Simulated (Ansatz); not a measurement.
# C2H4Zn: the cost of one run

All numbers below are computed with Ansatz 0.2.0 (RKS B3LYP-D4/def2-SVP).

## Step 1: Starting point

Bond lengths: C1–C2 1.460 Å, C2–Zn3 1.971 Å, C1–H4 1.051 Å, C1–H5 1.129 Å, C2–H6 1.110 Å, C2–H7 1.131 Å. Angles: C1–C2–Zn3 91.4°, C1–C2–H6 110.5°, C1–C2–H7 111.6°, Zn3–C2–H6 86.3°, Zn3–C2–H7 145.2°, H6–C2–H7 107.9°, C2–C1–H4 111.1°, C2–C1–H5 113.2°, H4–C1–H5 109.6°.

Coordinates:

```xyz
7

C    -0.6771    0.3405   -0.4369
C     0.6007    0.1981    0.2540
Zn    0.3441   -1.7482    0.4309
H    -1.3914   -0.3294   -0.0544
H    -0.5949    0.2085   -1.5555
H     0.4553    0.2450    1.3532
H     1.3245    1.0176   -0.0369
```

## Step 2: End point A

The input, input.yaml:

```yaml
crystal:
  periodic: [false, false, false]
  atoms:
    - { symbol: C, position_ang: [-0.6771, 0.3405, -0.4369] }
    - { symbol: C, position_ang: [0.6007, 0.1981, 0.254] }
    - { symbol: Zn, position_ang: [0.3441, -1.7482, 0.4309] }
    - { symbol: H, position_ang: [-1.3914, -0.3294, -0.0544] }
    - { symbol: H, position_ang: [-0.5949, 0.2085, -1.5555] }
    - { symbol: H, position_ang: [0.4553, 0.245, 1.3532] }
    - { symbol: H, position_ang: [1.3245, 1.0176, -0.0369] }
basis:
  gaussian: { orbitals: def2-SVP }
hamiltonian:
  xc: b3lyp
  dispersion: d4
relax:
  f_tol: 0.02
  max_steps: 50
```

Launch:

```sh
$ ansatz run input.yaml --threads 1 --pin off --max-ram 2048MiB --backend cpu --events-out ev --progress --plain --runs-dir out
```

**Question.** How long does this run take on 1 thread of Arm Neoverse V2, shared host, and how much memory does it need?

About 60 s, with a peak of 0.18 GiB.
